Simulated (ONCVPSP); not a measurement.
# An ONCV potential for samarium, from input to tests

Do these settings give a usable potential? It is generated, then checked for transferability, scattering, ghosts and hardness.

Method: ONCVPSP 4.0.1.1 (patched build), LDA (Perdew-Wang 92), scalar-relativistic.

## Step 1: The design

The settings as typed:

- element: samarium (Sm, Z = 62)
- type: optimised norm-conserving Vanderbilt (ONCV)
- frozen core: [Kr] 4d10
- valence charge: 16
- reference configuration: 4f5.5 5s2 5p6 5d0.5 6s2
- partial waves: 5s+6s: rc 2.65 bohr, ncon 4, nbas 7, qcut 4.9 1/bohr, 2 projectors; 5p: rc 1.90 bohr, ncon 3, nbas 6, qcut 6.3 1/bohr, 2 projectors, debl 2.4 Ha; 5d: rc 3.10 bohr, ncon 5, nbas 9, qcut 4.3 1/bohr, 2 projectors, debl 0.6 Ha; 4f: rc 1.10 bohr, ncon 3, nbas 8, qcut 12.8 1/bohr, 2 projectors, debl 4 Ha
- local potential: polynomial inside 0.80 bohr (lpopt 5, dvloc0 0 Ha)
- core correction: not asked for

## Step 2: Generation

The input, Sm.dat:

```
# ATOM AND REFERENCE CONFIGURATION
# atsym  z   nc   nv     iexc    psfile
  Sm 62.00    9    5  -001012      upf
#
#   n    l    f
    1    0    2.00
    2    0    2.00
    2    1    6.00
    3    0    2.00
    3    1    6.00
    3    2   10.00
    4    0    2.00
    4    1    6.00
    4    2   10.00
    4    3    5.50
    5    0    2.00
    5    1    6.00
    5    2    0.50
    6    0    2.00
#
# PSEUDOPOTENTIAL AND OPTIMIZATION
# lmax
    3
#
#   l,   rc,      ep,       ncon, nbas, qcut
    0    2.65    0.00    4    7    4.90
    1    1.90    0.00    3    6    6.30
    2    3.10    0.00    5    9    4.30
    3    1.10    0.00    3    8   12.80
#
# LOCAL POTENTIAL
# lloc, lpopt,  rc(5),   dvloc0
    4    5    0.80    0.00
#
# VANDERBILT-KLEINMAN-BYLANDER PROJECTORs
# l, nproj, debl
    0    2    3.90
    1    2    2.40
    2    2    0.60
    3    2    4.00
#
# MODEL CORE CHARGE
# icmod, fcfact, rcfact
    0    0.00    0.00
#
# LOG DERIVATIVE ANALYSIS
# epsh1, epsh2, depsh
   -3.00    5.00    0.02
#
# OUTPUT GRID
# rlmax, drl
    6.00    0.01
#
# TEST CONFIGURATIONS
# ncnf
    4
# nvcnf
#   n    l    f
    5
    4    3    6.00
    5    0    2.00
    5    1    6.00
    5    2    0.00
    6    0    2.00
#
    5
    4    3    6.00
    5    0    2.00
    5    1    6.00
    5    2    0.00
    6    0    1.00
#
    5
    4    3    6.00
    5    0    2.00
    5    1    6.00
    5    2    0.00
    6    0    0.00
#
    5
    4    3    5.00
    5    0    2.00
    5    1    6.00
    5    2    0.00
    6    0    0.00
#
```

Launch:

```bash
oncvpsp.x < Sm.dat > Sm.out
```

Q: Predict the outcome of this session. Wanted: cutoffs for 1 and 0.1 mHa per electron, occupied waves; bound ghosts; GHOST(+) flags; largest miss of a reference level; largest phase difference near zero energy, channels read.

As calculated:

| quantity | value |
| --- | --- |
| cutoffs for 1 and 0.1 mHa per electron, occupied waves | 79 Ha and 241 Ha |
| bound ghosts | s at -368.40 eV, p at -96.14 eV |
| GHOST(+) flags | none at low energy |
| largest miss of a reference level | 10 meV (4f) |
| largest phase difference near zero energy, channels read | 0.001 rad |

In words: It has a bound ghost (s, p), a state that the atom doesn't have, and that rules the file out. By its cutoff, 79 Ha for the looser tolerance, it is very hard. The tighter tolerance needs 241 Ha, and converged work needs a cutoff nearer that. At the looser tolerance the 4f wave is the slowest; 5p needs 14 Ha. Near zero energy the phases of the channels with partial waves agree within 0.001 rad.
